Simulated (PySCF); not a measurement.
# ZrNCl: relaxation and vibrations of the singlet

The task is one start of a wider search on ZrNCl: the singlet, from a PBE0 minimum start. It is relaxed, tested by its Hessian and followed downhill if it is a saddle.

Computed with PySCF 2.14.0. Level: PBE0, basis Zr def2-TZVP with ECP28, N def2-TZVP, Cl def2-TZVP, scalar-relativistic core potentials, no spin–orbit coupling, density fitting.

## (1) The starting structure

3 atoms, charge 0, spin multiplicity 1.

Bond lengths: Zr1–N2 1.689 Å, Zr1–Cl3 2.410 Å. Angles: N2–Zr1–Cl3 112.2°.

Coordinates in bohr (charge 0 multiplicity 1):
```
Zr   -0.6892    0.0000   -0.8164
N    -3.3281    0.0000    0.9776
Cl    3.1032    0.0000    1.7059
```

## (2) First SCF at the start

One driver script runs all steps and calls PySCF; scf.py shows how it sets up the SCF of each step. The optimiser is the driver's own. After this first run the driver tries any further starts and a stability analysis.

scf.py reads:

```python
from pyscf import gto, scf, dft
mol = gto.M(atom='''
Zr    -0.364701     0.000000    -0.432027
N     -1.761153     0.000000     0.517321
Cl     1.642128     0.000000     0.902699''',
    basis={'Zr': 'def2-TZVP', 'N': 'def2-TZVP', 'Cl': 'def2-TZVP'},
    ecp={'Zr': 'def2-TZVP'},
    charge=0, spin=0)
mf = dft.RKS(mol, xc='PBE0')
mf.grids.atom_grid = (50, 194)
aux = {'Zr': 'def2-universal-JKFIT', 'N': 'def2-universal-JKFIT', 'Cl': 'def2-universal-JKFIT'}
mf = mf.density_fit(auxbasis=aux)
mf.conv_tol = 1e-08
mf.diis_space = 10
mf.max_cycle = 60
mf.init_guess = 'minao'
mf.verbose = 4
mf.kernel()
```

On the command line:

```bash
$ OMP_NUM_THREADS=2 python axn.py task.json out
```

Output:

```text
init E= -556.386355043389
  HOMO = -0.529349961096438  LUMO = -0.438796190695563  gap/eV = 2.46409
cycle= 1 E= -561.416985834544  delta_E= -5.03  |g|= 1.22  |ddm|=  4.9
  HOMO = -0.0359270422176832  LUMO = -0.00790072586716027  gap/eV = 0.76263
cycle= 2 E= -561.196189217491  delta_E= 0.221  |g|= 1.43  |ddm|= 2.39
  HOMO = -0.223071193480333  LUMO = -0.114516845954114  gap/eV = 2.95391
cycle= 3 E= -561.800029315337  delta_E= -0.604  |g|= 0.236  |ddm|= 1.55
  HOMO = -0.265464835573935  LUMO = -0.106106267305207  gap/eV = 4.33637
cycle= 4 E= -561.771585264515  delta_E= 0.0284  |g|= 0.433  |ddm|= 0.315
  HOMO = -0.237254459354056  LUMO = -0.106773380755005  gap/eV = 3.55057
cycle= 5 E= -561.812327952547  delta_E= -0.0407  |g|= 0.0454  |ddm|= 0.229
  HOMO = -0.23659603931432  LUMO = -0.105017320289316  gap/eV = 3.58044
cycle= 6 E= -561.812763139108  delta_E= -0.000435  |g|= 0.00756  |ddm|= 0.0383
  HOMO = -0.236316238869048  LUMO = -0.105056516942486  gap/eV = 3.57176
cycle= 7 E= -561.812787253869  delta_E= -2.41e-05  |g|= 0.00283  |ddm|= 0.012
  HOMO = -0.236456526809287  LUMO = -0.105121414335121  gap/eV = 3.57381
cycle= 8 E= -561.812790911356  delta_E= -3.66e-06  |g|= 0.00119  |ddm|= 0.005
  HOMO = -0.236511202496524  LUMO = -0.105112229145431  gap/eV = 3.57555
cycle= 9 E= -561.8127917578  delta_E= -8.46e-07  |g|= 0.000396  |ddm|= 0.0027
  HOMO = -0.236523127606792  LUMO = -0.105128697404202  gap/eV = 3.57542
cycle= 10 E= -561.812791925298  delta_E= -1.67e-07  |g|= 0.000106  |ddm|= 0.00175
  HOMO = -0.236519070408046  LUMO = -0.105129133239595  gap/eV = 3.57530
cycle= 11 E= -561.812791933721  delta_E= -8.42e-09  |g|= 3.12e-05  |ddm|= 0.000331
  HOMO = -0.23652151636664  LUMO = -0.105125972479649  gap/eV = 3.57545
Extra cycle  E= -561.812791932497  delta_E= 1.22e-09  |g|= 8.83e-05  |ddm|= 7.03e-05
converged SCF energy = -561.812791932497
```

This step, with its further starts and checks, needed 3.4 s of wall time on 2 threads of Intel Xeon 6975P-C (Granite Rapids), shared host.

No lower closed-shell solution turned up in the test of internal stability.

## (3) Relaxing the singlet from the PBE0 minimum start

The program finds Cs symmetry in the start, which this walk keeps.

scf.py, as its differences from that of step 2:

```diff
@@ -3,3 +3,3 @@
-Zr    -0.364701     0.000000    -0.432027
-N     -1.761153     0.000000     0.517321
-Cl     1.642128     0.000000     0.902699''',
+Zr    -0.364510     0.000000    -0.431805
+N     -1.760962     0.000000     0.517543
+Cl     1.642319     0.000000     0.902921''',
@@ -16 +15,0 @@
-mf.init_guess = 'minao'
```

Steps of the walk:

```csv
step,energy (Eh),change (kJ/mol),largest symmetric gradient (Eh/bohr)
0,-561.812792,0.00,0.00006
```

The walk took 2 s.

Positions (Å) and forces (eV/Å) along the way:

```
step 0
Zr  -0.365   0.000  -0.432   0.004   0.000  -0.002
N   -1.761   0.000   0.518  -0.003   0.000   0.001
Cl   1.642   0.000   0.903  -0.001   0.000   0.002
```

It settles in Cs symmetry, 0.0 kJ/mol below the start, after 0 steps: Zr–Cl 2.410 Å, Zr–N 1.689 Å; Cl–Zr–N 112.2°.

## (4) Hessian and properties

On the finer grid the gradient is checked again; gradients at displacements of ±0.02 bohr then give force constants and infrared intensities.

scf.py, as its differences from that of step 3:

```diff
@@ -3,3 +3,3 @@
-Zr    -0.364510     0.000000    -0.431805
-N     -1.760962     0.000000     0.517543
-Cl     1.642319     0.000000     0.902921''',
+Zr    -0.364561     0.000000    -0.432081
+N     -1.760722     0.000000     0.517713
+Cl     1.642131     0.000000     0.903027''',
@@ -10 +10 @@
-mf.grids.atom_grid = (50, 194)
+mf.grids.atom_grid = (75, 302)
@@ -13 +13 @@
-mf.conv_tol = 1e-08
+mf.conv_tol = 1e-10
```

This SCF starts from the last density.

SCF at the final geometry:

```text
init E= -561.812975718999
  HOMO = -0.236520164887993  LUMO = -0.105130789136949  gap/eV = 3.57529
cycle= 1 E= -561.812975718993  delta_E= 6.82e-12  |g|= 5.96e-06  |ddm|= 5.68e-06
  HOMO = -0.236518511635921  LUMO = -0.105130730703308  gap/eV = 3.57524
Extra cycle  E= -561.81297571892  delta_E= 7.23e-11  |g|= 1.9e-05  |ddm|= 1.29e-05
converged SCF energy = -561.81297571892
```

The whole step took 38 s.

Geometry: Cs; Zr–Cl 2.410 Å, Zr–N 1.689 Å; Cl–Zr–N 112.1°.

Harmonic modes (main isotopes):

```tsv
symmetry	ω (cm⁻¹)	IR (km/mol)	type
a'	184	17.5	bend
a'	368	85.0	stretch
a'	1059	152	stretch
```

All wavenumbers are real: a minimum.

Constants and moments:

- Dipole moment: 7.11 D
- Highest occupied level: -6.44 eV
- Lowest empty level: -2.86 eV
- Rotational constants: 0.6458, 0.09766, 0.08484 cm⁻¹
- Zero-point energy: 9.6 kJ/mol
- Principal polarisabilities: 34.8, 45.4, 73.1 bohr³
- Atomisation energy without zero-point energy: 1023 kJ/mol
- Principal traceless quadrupole moments about the centre of mass: -18.54, 8.73, 9.81 D Å
- Entropy at 298.15 K and 1 bar: 290.3 J/(mol K)
- Heat capacity Cp at 298.15 K: 48.8 J/(mol K)
- Enthalpy at 298.15 K above 0 K: 12.43 kJ/mol
- Rotational symmetry number: 1

Populations by atom (charges in e):

```csv
atom,Mulliken,Löwdin,polar tensor,Mayer order to Zr1
Zr1,1.02,0.41,1.58,–
N2,-0.56,-0.37,-0.91,2.94
Cl3,-0.46,-0.04,-0.67,0.92
```

Outer orbital energies (eV). occupied: -21.36, -17.30, -9.45, -8.70, -8.70, -7.30, -7.01, -6.44; empty: -2.86, -1.94, -1.88, -0.56.

Mulliken populations on Zr1 (outside its core potential): s 2.11, p 6.17, d 2.63, f 0.06.

## (5) Results

| quantity | value |
| --- | --- |
| minimum | singlet, Cs |
| geometry | Zr–Cl 2.410 Å, Zr–N 1.689 Å; Cl–Zr–N 112.1° |
| wavenumbers (cm⁻¹) | 184 (a'), 368 (a'), 1059 (a') |
| dipole moment | 7.11 D |
| highest occupied, lowest empty level | -6.44, -2.86 eV |
| polar-tensor charge of Zr1 | +1.58 e |
| zero-point energy | 9.6 kJ/mol |
| entropy at 298.15 K | 290.3 J/(mol K) |
| atomisation energy (no zero-point energy) | 1023 kJ/mol |

The molecule stays Cs, as typed, and the end point is a minimum. The strongest infrared band lies at 1059 cm⁻¹ (a', stretch). With 7.1 D the molecule is strongly polar. Only this shape and spin were tried, so other structures or states may lie lower. Whether spin polarisation would lower the closed shell was not checked.

The search up to here took 43 s.
